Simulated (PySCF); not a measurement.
# C5H4F2: the cost of one run

The runs use PySCF 2.14.0, with density-fitted response routines of our own; the level of theory stands in each step. All values are computed, except where a source is named. Atoms are numbered from 0 throughout.

## 1. The starting structure

11 atoms, charge 0, multiplicity 1; geometry from: GFN2-xTB. The atoms were then displaced at random by about 0.01 Å, so the start is not that level's minimum.

Bonds of the start (Å): F0–C1 1.34, C1–C2 1.35, C2–F3 1.32, C2–C4 1.40, C4–C5 1.32, C5–C6 1.51, C6–C4 1.51, C1–H7 1.07, C5–H8 1.07, C6–H9 1.08, C6–H10 1.07.

## 2. Optimising the geometry at PBE0-D3(BJ)/def2-SVP

Job settings and geometry (Å):

```
{"job": {"xc": "PBE0", "basis": "def2-SVP", "d3": "d3bj", "grid": 1, "shake": 0.01, "kind": "geom"}, "charge": 0, "multiplicity": 1}
F      2.132650    -0.816040    -0.660110
C      1.164010    -1.615630    -0.197100
C     -0.050430    -1.155130     0.171660
F     -0.882090    -2.064950     0.639850
C     -0.481510     0.180830     0.136120
C     -1.401750     1.103630     0.349250
C     -0.090820     1.595860    -0.202750
H      1.486020    -2.640470    -0.157470
H     -2.375830     1.368400     0.692660
H      0.584320     2.133820     0.449150
H     -0.046450     1.883850    -1.236940
```

On the command line:

```sh
$ OMP_NUM_THREADS=1 python probes_run.py task.json out
```

This one command runs all jobs of the session in turn.

Q: Estimate the wall time and peak memory of this first job on 1 thread of Arm Neoverse N1, shared host.

About 76 s, with a peak of 0.51 GiB.
